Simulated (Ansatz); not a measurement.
# CH4F2O3W: a ladder of functionals and wavefunction methods

The task here is to estimate one member of a computed series from the others.

Computed with Ansatz 0.2.0, Gaussian basis. Level: functionals in def2-TZVPP, the program's frozen cores in correlated methods.

Levels to be run: LDA (SPW92), PBE-D4, revPBE-D4, BLYP-D4, r2SCAN-D4, B97M-V, PBE0-D4, B3LYP-D4, r2SCANh-D4, r2SCAN0-D4, HSE06-D4, BHLYP-D4, CAM-B3LYP-D4, LC-ωPBE, ωB97X-V, ωB97M-V, B2PLYP, PBE-QIDH; CCSD(T)/def2-SVP; MP2/def2-TZVPP; MP2/def2-QZVPP; RPA on PBE.

## The relaxed structure

The geometry comes from an earlier relaxation with PBE0-D4 in a triple-zeta def2 set; it is a stationary point, not always the lowest conformer. W takes the def2 core potential; no spin-orbit term is included.

SMILES `C[O][W](=[O])([OH])([F])[F]`, 11 atoms, charge 0, spin multiplicity 1.

Atoms are counted from 1 here; the program's logs count them from 0.

Bond lengths: C1–O2 1.420 Å, C1–H8 1.090 Å, C1–H9 1.091 Å, C1–H10 1.091 Å, O2–W3 1.840 Å, W3–O4 1.697 Å, W3–O5 1.875 Å, W3–F6 1.848 Å, W3–F7 1.971 Å, O5–H11 0.967 Å. Angles: O2–C1–H8 110.8°, O2–C1–H9 108.2°, O2–C1–H10 107.6°, H8–C1–H9 110.3°, H8–C1–H10 110.5°, H9–C1–H10 109.4°, C1–O2–W3 133.7°, O2–W3–O4 97.4°, O2–W3–O5 117.7°, O2–W3–F6 117.0°, O2–W3–F7 87.2°, O4–W3–O5 92.8°, O4–W3–F6 97.1°, O4–W3–F7 173.7°, O5–W3–F6 122.3°, O5–W3–F7 81.3°, F6–W3–F7 84.4°, W3–O5–H11 110.7°.

The first run:

File in.yaml:

```yaml
crystal:
  periodic: [false, false, false]
  atoms:
    - {symbol: C, position_ang: [0.286685, -1.835211, 0.122058]}
    - {symbol: O, position_ang: [-0.681126, -0.796631, 0.149346]}
    - {symbol: W, position_ang: [-0.574745, 1.039545, 0.194232]}
    - {symbol: O, position_ang: [-2.229180, 1.360562, -0.007033]}
    - {symbol: O, position_ang: [-0.116162, 1.925024, -1.393675]}
    - {symbol: F, position_ang: [-0.388750, 1.829866, 1.854821]}
    - {symbol: F, position_ang: [1.383009, 0.828443, 0.289733]}
    - {symbol: H, position_ang: [1.289511, -1.434288, 0.272288]}
    - {symbol: H, position_ang: [0.219778, -2.337454, -0.844340]}
    - {symbol: H, position_ang: [0.035727, -2.541361, 0.914635]}
    - {symbol: H, position_ang: [0.840655, 1.904505, -1.531463]}
basis:
  gaussian: {orbitals: def2-TZVPP}
hamiltonian: {xc: lda}
output: {orbitals: {seedname: orbitals}}
```

Run with:

```bash
ansatz run in.yaml --threads 4 --pin off --events-out ev --progress --plain --max-ram 11315MiB
```

Among the steps run: LDA; PBE-D4 (GGA); revPBE-D4 (GGA); BLYP-D4 (GGA); r2SCAN-D4 (meta-GGA); B97M-V (meta-GGA); PBE0-D4 (hybrid); B3LYP-D4 (hybrid); r2SCANh-D4 (hybrid); r2SCAN0-D4 (hybrid); HSE06-D4 (hybrid); BHLYP-D4 (hybrid); CAM-B3LYP-D4 (range-separated); LC-ωPBE (range-separated); ωB97X-V (range-separated); ωB97M-V (range-separated); B2PLYP (double hybrid); PBE-QIDH (double hybrid).

One table of the session follows, with a row left open; its other results are not shown here.

It belongs to the step «Orbital energies across the functionals». 

| functional | HOMO (eV) | LUMO (eV) | gap (eV) |
| --- | --- | --- | --- |
| LDA (SPW92) | -8.10 | -3.40 | 4.70 |
| PBE-D4 | -7.90 | -3.13 | 4.77 |
| revPBE-D4 | -7.83 | -3.03 | 4.79 |
| BLYP-D4 | -7.81 | -3.05 | 4.76 |
| r2SCAN-D4 | -8.28 | -3.08 | 5.20 |
| B97M-V | -8.38 | -3.05 | 5.33 |
| PBE0-D4 | -9.54 | -2.39 | 7.14 |
| B3LYP-D4 | -9.29 | -2.64 | 6.65 |
| r2SCANh-D4 | ? | ? | ? |
| r2SCAN0-D4 | -9.80 | -2.36 | 7.44 |
| HSE06-D4 | -9.13 | -2.77 | 6.36 |
| BHLYP-D4 | -11.09 | -1.52 | 9.58 |
| CAM-B3LYP-D4 | -10.99 | -1.32 | 9.68 |
| LC-ωPBE | -12.30 | -0.08 | 12.22 |
| ωB97X-V | -11.97 | -0.17 | 11.80 |
| ωB97M-V | -11.89 | -0.22 | 11.67 |

Q: Estimate the row for r2SCANh-D4 from the others.

Worked estimate for «HOMO (eV)». Against the share of exact exchange, r2SCAN-D4 (0, -8.28), r2SCAN0-D4 (0.25, -9.80) give a slope of -6.08 per unit share; at 0.1 the line stands at -8.89.

**Answer.** HOMO (eV): -8.89; LUMO (eV): -2.80; gap (eV): 6.09. In «HOMO (eV)» the line misses by 0.00.
